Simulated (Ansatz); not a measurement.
# HfMoC2: the cost of one run

Program: Ansatz 0.2.0. Level of theory: DFT PBE, scalar-relativistic, plane waves, PAW. These are calculated values, not measurements.

1 further run of the same task is left out (it didn't finish).

## (1) The system as given

It takes space group P4/mmm (No. 123, tetragonal). The conventional cell has a = 3.191 Å, b = 3.191 Å, c = 4.485 Å, α = 90.00°, β = 90.00°, γ = 90.00°. Around Hf (site symmetry 4/mmm) lie 6 C at 2.24 to 2.26 Å. Around Mo (site symmetry 4/mmm) lie 6 C at 2.24 to 2.26 Å. Around C (site symmetry 4/mmm) lie 2 Hf at 2.24 Å and 4 Mo at 2.26 Å. C (site symmetry 4/mmm) is surrounded by 2 Mo at 2.24 Å and 4 Hf at 2.26 Å.

As a file:

```
Hf Mo C
1.0
     3.19142    0.00000    0.00000
     0.00000    3.19142    0.00000
     0.00000    0.00000    4.48516
Hf Mo C
1 1 2
Direct
  0.00000 0.00000 0.00000
  0.50000 0.50000 0.50000
  0.00000 0.00000 0.50000
  0.50000 0.50000 0.00000
```

The start is a polymorph listed in a database, not an invented cell.

## (2) Probe: one point on a coarse mesh

input.yaml

```yaml
crystal:
  lattice:
    - [3.19142294, 0.0, 0.0]
    - [0.0, 3.19142294, 0.0]
    - [0.0, 0.0, 4.48516417]
  atoms:
    - { symbol: Hf, position: [0.0, 0.0, 0.0] }
    - { symbol: Mo, position: [0.5, 0.5, 0.5] }
    - { symbol: C, position: [0.0, 0.0, 0.5] }
    - { symbol: C, position: [0.5, 0.5, 0.0] }
basis:
  ecutwfc: 420
kpoints:
  mp_grid: { grid: [6, 6, 4] }
hamiltonian:
  xc: pbe
scf:
  occupations: { method: gaussian, width: 0.1 }
  lower_state_search: "off"
output:
  forces: true
  stress: true
  eigenvalues: true
```

Command:

```
$ ansatz run input.yaml --threads 1 --pin off --max-ram 2560MiB --backend cpu --events-out ev --progress --plain --runs-dir out
```

**Question.** How long does this run take on 1 thread of AMD EPYC 7R43 (Zen 3), shared host, and how much memory does it need?

About 2.1 s, with a peak of 0.41 GiB.
